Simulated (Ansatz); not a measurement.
# Zn4SeS3: the cost of one run

Method: DFT PBE, scalar-relativistic, plane waves, PAW, in Ansatz 0.2.0.

1 further run of the same task is left out (it didn't finish). Runs told in other sessions of the task aren't counted.

## 1. Starting point

It takes space group P3m1 (No. 156, trigonal). The conventional cell has a = 3.895 Å, b = 3.895 Å, c = 12.787 Å, α = 90.00°, β = 90.00°, γ = 120.00°. Zn (site symmetry 3m) is surrounded by 4 S at 2.37 to 2.38 Å. Zn (site symmetry 3m) is surrounded by 1 S at 2.35 Å and 3 Se at 2.43 Å. Around Zn (site symmetry 3m) lie 3 S at 2.37 Å and 1 Se at 2.48 Å. Around Zn (site symmetry 3m) lie 4 S at 2.36 to 2.38 Å. Se (site symmetry 3m) has 4 Zn at 2.43 to 2.48 Å in its first shell of neighbours. S (site symmetry 3m) is surrounded by 4 Zn at 2.37 Å. S (site symmetry 3m) has 4 Zn at 2.35 to 2.38 Å in its first shell of neighbours. S (site symmetry 3m) has 4 Zn at 2.36 to 2.38 Å in its first shell of neighbours.

Structure file:

```
Zn Se S
1.0
     3.89523    0.00000    0.00000
    -1.94762    3.37337    0.00000
     0.00000    0.00000   12.78720
Zn Se S
4 1 3
Direct
  0.66667 0.33333 0.00004
  0.66667 0.33333 0.51132
  0.00000 0.00000 0.24436
  0.00000 0.00000 0.75522
  0.00000 0.00000 0.43853
  0.66667 0.33333 0.18499
  0.66667 0.33333 0.69539
  0.00000 0.00000 0.94014
```

It is the end of an earlier relaxation with the same method, from a generated guess; it is a trial structure. At a tolerance of 0.02 Å it has space group P3m1 (No. 156); it has 21.00 Å³/atom, an uncorrected energy of -0.78 eV/atom over the elements and, on its mesh, gap 1.51 eV.

## 2. Volume × 0.97

Contents of input.yaml:

```yaml
crystal:
  lattice:
    - [3.855883445, -2.86e-08, 0.0]
    - [-1.9279416977, 3.3392930317, 0.0]
    - [0.0, 0.0, 12.6580260473]
  atoms:
    - { symbol: Zn, position: [0.6666666667, 0.3333333333, 4.3e-05] }
    - { symbol: Zn, position: [0.6666666667, 0.3333333333, 0.511319] }
    - { symbol: Zn, position: [0.0, 0.0, 0.244361] }
    - { symbol: Zn, position: [0.0, 0.0, 0.755217] }
    - { symbol: Se, position: [0.0, 0.0, 0.438532] }
    - { symbol: S, position: [0.6666666667, 0.3333333333, 0.184994] }
    - { symbol: S, position: [0.6666666667, 0.3333333333, 0.695393] }
    - { symbol: S, position: [0.0, 0.0, 0.940141] }
basis:
  ecutwfc: 420
kpoints:
  mp_grid: { grid: [12, 12, 2] }
hamiltonian:
  xc: pbe
scf:
  occupations: { method: gaussian, width: 0.02 }
output:
  forces: true
  stress: true
  eigenvalues: true
relax:
  adjacent_minimum: "off"
  f_tol: 0.01
  max_steps: 30
  cell: { stress_tol: 0.1, fix: [volume] }
```

The run is started by

```sh
$ ansatz run input.yaml --threads 4 --pin off --max-ram 8192MiB --backend cpu --events-out ev --progress --plain --runs-dir out
```

Q: Estimate wall time and peak memory on 4 threads of AMD EPYC 7R43 (Zen 3), shared host.

About 26 s, with a peak of 0.7 GiB.
